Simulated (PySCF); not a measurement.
# SiH2SeF (SMILES F[SiH][SeH]): levels of theory compared

Aim: a comparison of 3 runs (UCAM-B3LYP/def2-SVP, UCAM-B3LYP/ma-def2-SVP, UCAM-B3LYP/def2-SVPD) of SiH2SeF. Input form: a Python script.

The results are computed with PySCF 2.14.0.

**1. Starting point**

SiH2SeF has 5 atoms, charge 0, and is taken as a doublet. SMILES: `F[SiH][SeH]`. The shape is that of a PBE0-D4/def2-TZVP optimisation. This is one conformer, not always the lowest.

Bond lengths: F1–Si2 1.603 Å, Si2–Se3 2.278 Å, Si2–H4 1.497 Å, Se3–H5 1.470 Å. Angles: F1–Si2–Se3 105.1°, F1–Si2–H4 106.6°, Se3–Si2–H4 111.9°, Si2–Se3–H5 90.4°.

**2. The polarisability at UCAM-B3LYP/def2-SVP (run 1)**

input.py

```python
import numpy
from pyscf import gto, dft
from pyscf.prop.polarizability import uks

molecule = gto.Mole()
molecule.atom = '''
F     -1.097364    -2.688702     2.479510
Si    -1.281045    -0.412527     0.488116
Se     2.662246     1.310147     0.388339
H     -1.990637    -1.566583    -1.996307
H      1.801098     3.218582    -1.437893
'''
molecule.verbose = 3
molecule.basis = 'def2-svp'
molecule.unit = 'bohr'
molecule.max_memory = 1860
molecule.spin = 1
molecule.build()

mf = dft.UKS(molecule, xc='cam-b3lyp')
mf.grids.level = 4
mf.conv_tol = 1e-10
mf.kernel()
if not mf.converged:
    mf = mf.newton().run(mf.mo_coeff, mf.mo_occ)

e_tot = mf.e_tot
print(f'total energy: {e_tot:.8f} hartree')
pol = uks.Polarizability(mf)
alpha = pol.polarizability()
print('isotropic polarizability %.4f bohr^3' % (numpy.trace(alpha) / 3))
alpha_w = pol.polarizability_with_freq(freq=0.0774)
```

Run with:

```
$ OMP_NUM_THREADS=1 python input.py
```

What it wrote:

```text
WARN: HOMO -0.162187168062221 >= LUMO -0.162187168062228

converged SCF energy = -2791.75413721194  <S^2> = 0.75334955  2S+1 = 2.0033467
total energy: -2791.75413721 hartree
isotropic polarizability 45.7647 bohr^3
```

Wall time 88 s (1 thread of Arm Neoverse V2, shared host); peak memory 0.49 GiB.

**3. The polarisability at UCAM-B3LYP/ma-def2-SVP (run 2)**

start.xyz

```xyz
5
FH2SeSi
F     -0.580700    -1.422800     1.312100
Si    -0.677900    -0.218300     0.258300
Se     1.408800     0.693300     0.205500
H     -1.053400    -0.829000    -1.056400
H      0.953100     1.703200    -0.760900
```

input.py

```python
import numpy
from pyscf import gto, dft
from pyscf.prop.polarizability import uks

mol = gto.M(
    atom='start.xyz',
    spin=1,
    verbose=4,
    charge=0,
    max_memory=1860,
    basis='ma-def2-svp',
)

mf = dft.UKS(mol)
mf.xc = 'cam-b3lyp'
mf.conv_tol = 1e-10
mf.grids.level = 4
mf.kernel()
if not mf.converged:
    mf = mf.newton().run(mf.mo_coeff, mf.mo_occ)

e_final = mf.e_tot
print('E = %.10f Eh' % e_final)
pol = uks.Polarizability(mf)
alpha = pol.polarizability()
print('isotropic polarizability %.4f bohr^3' % (numpy.trace(alpha) / 3))
alpha_w = pol.polarizability_with_freq(freq=0.0774)
```

Run with:

```
$ OMP_NUM_THREADS=1 python input.py
```

What it wrote:

```text
PySCF version 2.14.0

[INPUT] num. atoms = 5
[INPUT] num. electrons = 59
[INPUT] charge = 0
[INPUT] spin (= nelec alpha-beta = 2S) = 1
[INPUT] symmetry False subgroup None
[INPUT] Mole.unit = angstrom
[INPUT] Symbol           X                Y                Z      unit          X                Y                Z       unit  Magmom
[INPUT]  1 F     -0.580700000000  -1.422800000000   1.312100000000 AA   -1.097363960535  -2.688702330031   2.479509648042 Bohr   0.0
[INPUT]  2 Si    -0.677900000000  -0.218300000000   0.258300000000 AA   -1.281045339843  -0.412527212993   0.488116257975 Bohr   0.0
[INPUT]  3 Se     1.408800000000   0.693300000000   0.205500000000 AA    2.662246164287   1.310147122161   0.388338718598 Bohr   0.0
[INPUT]  4 H     -1.053400000000  -0.829000000000  -1.056400000000 AA   -1.990637499617  -1.566582957264  -1.996306677991 Bohr   0.0
[INPUT]  5 H      0.953100000000   1.703200000000  -0.760900000000 AA    1.801097969323   3.218581535359  -1.437892608182 Bohr   0.0

[... 41 lines left out ...]
WARN: HOMO -0.163569488662288 >= LUMO -0.163569488662287
[... 54 lines left out ...]
converged SCF energy = -2791.76186820384  <S^2> = 0.75349654  2S+1 = 2.0034935
[... 3 lines left out ...]
isotropic polarizability 52.3924 bohr^3
```

Run time: 1.7 min. Hardware: 1 thread of Arm Neoverse V2, shared host; peak memory 0.52 GiB.

**4. The polarisability at UCAM-B3LYP/def2-SVPD (run 3)**

input.py

```python
import numpy
from pyscf import gto, dft
from pyscf.prop.polarizability import uks

mol = gto.Mole()
mol.atom = '''
F       -0.580700      -1.422800       1.312100
Si      -0.677900      -0.218300       0.258300
Se       1.408800       0.693300       0.205500
H       -1.053400      -0.829000      -1.056400
H        0.953100       1.703200      -0.760900
'''
mol.spin = 1
mol.max_memory = 1860
mol.basis = 'def2-svpd'
mol.verbose = 4
mol.build()

calc0 = dft.UKS(mol)
calc0.xc = 'cam-b3lyp'
calc0.conv_tol = 1e-10
calc0.grids.level = 4
calc0.kernel()
if not calc0.converged:
    calc0 = calc0.newton().run(calc0.mo_coeff, calc0.mo_occ)

e_tot = calc0.e_tot
print('E = %.10f Eh' % e_tot)
pol = uks.Polarizability(calc0)
alpha = pol.polarizability()
print('isotropic polarizability %.4f bohr^3' % (numpy.trace(alpha) / 3))
alpha_w = pol.polarizability_with_freq(freq=0.0774)
```

Run with:

```
$ OMP_NUM_THREADS=1 python input.py
```

What it wrote:

```text
PySCF version 2.14.0

[INPUT] num. atoms = 5
[INPUT] num. electrons = 59
[INPUT] charge = 0
[INPUT] spin (= nelec alpha-beta = 2S) = 1
[INPUT] symmetry False subgroup None
[INPUT] Mole.unit = angstrom
[INPUT] Symbol           X                Y                Z      unit          X                Y                Z       unit  Magmom
[INPUT]  1 F     -0.580700000000  -1.422800000000   1.312100000000 AA   -1.097363960535  -2.688702330031   2.479509648042 Bohr   0.0
[INPUT]  2 Si    -0.677900000000  -0.218300000000   0.258300000000 AA   -1.281045339843  -0.412527212993   0.488116257975 Bohr   0.0
[INPUT]  3 Se     1.408800000000   0.693300000000   0.205500000000 AA    2.662246164287   1.310147122161   0.388338718598 Bohr   0.0
[INPUT]  4 H     -1.053400000000  -0.829000000000  -1.056400000000 AA   -1.990637499617  -1.566582957264  -1.996306677991 Bohr   0.0
[INPUT]  5 H      0.953100000000   1.703200000000  -0.760900000000 AA    1.801097969323   3.218581535359  -1.437892608182 Bohr   0.0

[... 94 lines left out ...]
converged SCF energy = -2791.77263684809  <S^2> = 0.7539228  2S+1 = 2.003919
[... 3 lines left out ...]
isotropic polarizability 59.2099 bohr^3
```

It took 2.9 min on 1 thread of Arm Neoverse V2, shared host; peak memory 0.67 GiB.

**5. All runs side by side**

```
run                   level   energy (Eh)  dipole moment (D)  HOMO energy (eV)  LUMO energy (eV)  wall time
  1     UCAM-B3LYP/def2-SVP  -2791.754137               1.80             -7.34             -1.81       88 s
  2  UCAM-B3LYP/ma-def2-SVP  -2791.761868               2.04             -7.54             -2.07    1.7 min
  3    UCAM-B3LYP/def2-SVPD  -2791.772637               1.75             -7.51             -1.99    2.9 min
```

**6. What came out**

| quantity | value |
| --- | --- |
| run 3: total energy | -2791.77264 Eh |
| run 3: dipole moment | 1.75 D |
| run 3: HOMO energy (highest over α and β) | -7.51 eV |
| run 3: LUMO energy (lowest over α and β) | -1.99 eV |
| run 3: ⟨S²⟩ | 0.754 |
| run 3: mean static polarisability | 59.2 bohr³ |
| run 3: mean polarisability at ω = 0.0774 Eh | 63.2 bohr³ |

What this shows: The dipole moment (its size) runs from 1.75 D (UCAM-B3LYP/def2-SVPD) to 2.04 D (UCAM-B3LYP/ma-def2-SVP). All runs together took 6.1 min, the longest 2.9 min.
